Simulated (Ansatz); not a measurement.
# BiTe under changes of volume

One of the cells (33.855 Å³/atom); the others are scaled copies at fixed shape and fractional positions:

```
CELL_PARAMETERS angstrom
0.00000 3.23500 3.23500
3.23500 0.00000 3.23500
3.23500 3.23500 0.00000
ATOMIC_POSITIONS crystal
Bi 0.00000 0.00000 0.00000
Te 0.50000 0.50000 0.50000
```

```yaml
Program: Ansatz 0.2.0
Functional: PBE
Potentials_or_basis: all-electron LAPW, scalar-relativistic
Cutoff: 192 eV (chosen from the basis error)
Basis_error_allowed: 0.0005 eV/atom
k_mesh: 7 × 7 × 7
Occupations: fermi-dirac, width 0.05 eV
Spin: no spin polarisation
```

| volume (Å³/atom) | energy over the lowest point (meV/atom) | pressure (GPa) |
| --- | --- | --- |
| 31.824 | 35.26 | 4.5 |
| 32.501 | 19.08 | 3.2 |
| 33.178 | ? | ? |
| 33.855 | 1.96 | 0.9 |
| 34.532 | 0.00 | 0.0 |
| 35.209 | 1.87 | -0.9 |
| 35.886 | 7.19 | -1.7 |

What does the run at 33.178 Å³/atom give?

Energy over the lowest point 8.16 meV/atom; pressure 2.0 GPa.

Worked out: A Birch-Murnaghan fit of order 3 (a polynomial in V^(-2/3)) to the other rows has its minimum at 34.53 Å³/atom with B0 = V·E''(V) = 46 GPa and B' = 4.3. It gives 8.16 meV/atom at 33.178 Å³/atom, against the run's 8.16, and -dE/dV = 2.0 GPa, against 2.0.

Energies are extrapolated to zero smearing.
